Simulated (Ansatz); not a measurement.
# CH6GeO (SMILES C[O][GeH3]) at HF/STO-3G

What is the vertical ionisation energy of CH6GeO at HF/STO-3G? 

Program for the calculation: Ansatz 0.2.0.

64 further runs of the same task are left out: 64 set aside as unsound or not needed.

**1. The system as given**

CH6GeO: 9 atoms, total charge 0, spin state singlet. SMILES: `C[O][GeH3]`. The coordinates come from a PBE0-D4/def2-TZVP relaxation.

Bond lengths: C1–O2 1.406 Å, O2–Ge3 1.779 Å, C1–H4 1.093 Å, C1–H5 1.099 Å, C1–H6 1.099 Å, Ge3–H7 1.542 Å, Ge3–H8 1.531 Å, Ge3–H9 1.542 Å. Some angles: C1–O2–Ge3 117.8°, O2–C1–H4 108.1°, O2–C1–H5 112.2°, O2–C1–H6 112.2°, O2–Ge3–H7 108.9°, O2–Ge3–H8 104.9°, O2–Ge3–H9 108.9°, H4–C1–H5 108.0°, H4–C1–H6 108.0°, H5–C1–H6 108.1°.

**2. A single-point energy at HF/STO-3G**

job.yaml reads:

```yaml
crystal:
  periodic: [false, false, false]
  atoms:
    - {symbol: C, position_ang: [-0.461600, 0.939500, -0.879600]}
    - {symbol: O, position_ang: [-0.657300, -0.383600, -0.447300]}
    - {symbol: Ge, position_ang: [0.409500, -1.004400, 0.834300]}
    - {symbol: H, position_ang: [-1.194400, 1.152600, -1.661500]}
    - {symbol: H, position_ang: [0.540900, 1.094500, -1.301500]}
    - {symbol: H, position_ang: [-0.607700, 1.666800, -0.069200]}
    - {symbol: H, position_ang: [1.870200, -0.939000, 0.345100]}
    - {symbol: H, position_ang: [-0.054100, -2.444000, 1.070300]}
    - {symbol: H, position_ang: [0.242900, -0.128600, 2.092200]}
basis:
  gaussian:
    orbitals: STO-3G
hamiltonian:
  xc: hf
accuracy: high
output: {orbitals: {seedname: orbitals}}
```

Command:

```
$ ansatz run job.yaml --threads 1 --pin off --max-ram 3480MiB --events-out events.jsonl --progress --plain --runs-dir runs
```

Output:

```text
Warning: RAYON_NUM_THREADS=1 ignored (pool sized by the plan → 1); use --threads N
Functional definition: HF
  name "HF"
  exchange = exact_x
  correlation = 0
575 factors; integrals over basis functions are off by at most 6.1e-9 eV
mean field evaluation 1: about -58951.7794 eV, gradient 2.1e1 eV
mean field evaluation 2: about -58951.9089 eV, gradient 2.1e1 eV
mean field evaluation 4: about -58953.5090 eV, gradient 1.4e0 eV
mean field evaluation 8: about -58953.5196 eV, gradient 7.8e-6 eV
mean field -58953.51964112 eV, -2166.5018866805 hartree, gradient 1.6e-8 eV, S^2 0.000000; 0 other end points of the search recorded, 0 dependent functions left out
reference -58953.51964112 eV, -2166.5018866805 hartree; 26, 26 occupied and 8, 8 virtual orbitals, 575 factors
Total energy: -58953.51964112 eV, -2166.5018866805 hartree
```

It took 0.28 s on 1 thread of Arm Neoverse V2, shared host.

**3. The doublet cation, same level**

run.yaml reads:

```yaml
basis:
  gaussian:
    orbitals: STO-3G
crystal:
  periodic: [false, false, false]
  atoms:
    - {symbol: C, position_ang: [-0.461600, 0.939500, -0.879600]}
    - {symbol: O, position_ang: [-0.657300, -0.383600, -0.447300]}
    - {symbol: Ge, position_ang: [0.409500, -1.004400, 0.834300]}
    - {symbol: H, position_ang: [-1.194400, 1.152600, -1.661500]}
    - {symbol: H, position_ang: [0.540900, 1.094500, -1.301500]}
    - {symbol: H, position_ang: [-0.607700, 1.666800, -0.069200]}
    - {symbol: H, position_ang: [1.870200, -0.939000, 0.345100]}
    - {symbol: H, position_ang: [-0.054100, -2.444000, 1.070300]}
    - {symbol: H, position_ang: [0.242900, -0.128600, 2.092200]}
total_charge: 1
magnetization:
  spin_polarized: true
  initial_magnetization: 1
hamiltonian:
  xc: hf
accuracy: high
output: {orbitals: {seedname: orbitals}}
```

Command:

```
$ ansatz run run.yaml --threads 1 --pin off --max-ram 3480MiB --events-out events.jsonl --progress --plain --runs-dir runs
```

Output:

```text
Warning: RAYON_NUM_THREADS=1 ignored (pool sized by the plan → 1); use --threads N
[... 4 set-up lines as earlier in the session ...]
575 factors; integrals over basis functions are off by at most 6.1e-9 eV
mean field evaluation 1: about -58941.0712 eV, gradient 2.0e1 eV
mean field evaluation 2: about -58941.1960 eV, gradient 2.0e1 eV
mean field evaluation 4: about -58946.6701 eV, gradient 6.8e0 eV
mean field evaluation 8: about -58947.8659 eV, gradient 1.2e-1 eV
mean field evaluation 16: about -58947.8637 eV, gradient 1.4e-8 eV
mean field evaluation 32: about -58946.8247 eV, gradient 7.6e-2 eV
mean field evaluation 64: about -58940.3032 eV, gradient 7.7e0 eV
mean field -58947.86371743 eV, -2166.2940353184 hartree, gradient 1.4e-8 eV, S^2 0.757805; 0 other end points of the search recorded, 0 dependent functions left out
reference -58947.86371743 eV, -2166.2940353184 hartree; 26, 25 occupied and 8, 9 virtual orbitals, 575 factors
Total energy: -58947.86371743 eV, -2166.2940353184 hartree
```

Wall time 0.6 s (1 thread of Arm Neoverse V2, shared host).

**4. What came out**

At HF/STO-3G:

```
                                          quantity           value
                      singlet CH6GeO: total energy  -2166.50189 Eh
                       singlet CH6GeO: HOMO energy        -8.59 eV
                       singlet CH6GeO: LUMO energy        11.82 eV
                     singlet CH6GeO: HOMO–LUMO gap        20.40 eV
                      doublet cation: total energy  -2166.29404 Eh
doublet cation: HOMO energy (highest over α and β)       -17.52 eV
 doublet cation: LUMO energy (lowest over α and β)        -2.67 eV
                              doublet cation: ⟨S²⟩           0.758
vertical ionisation energy (to the doublet cation)        5.656 eV
```

What this shows: Removing an electron at fixed nuclei costs 5.66 eV (546 kJ/mol). The negative HOMO energy of the first species, 8.59 eV, lies 2.93 eV above that difference. In a minimal basis such a difference can be off by several eV, whatever the method.
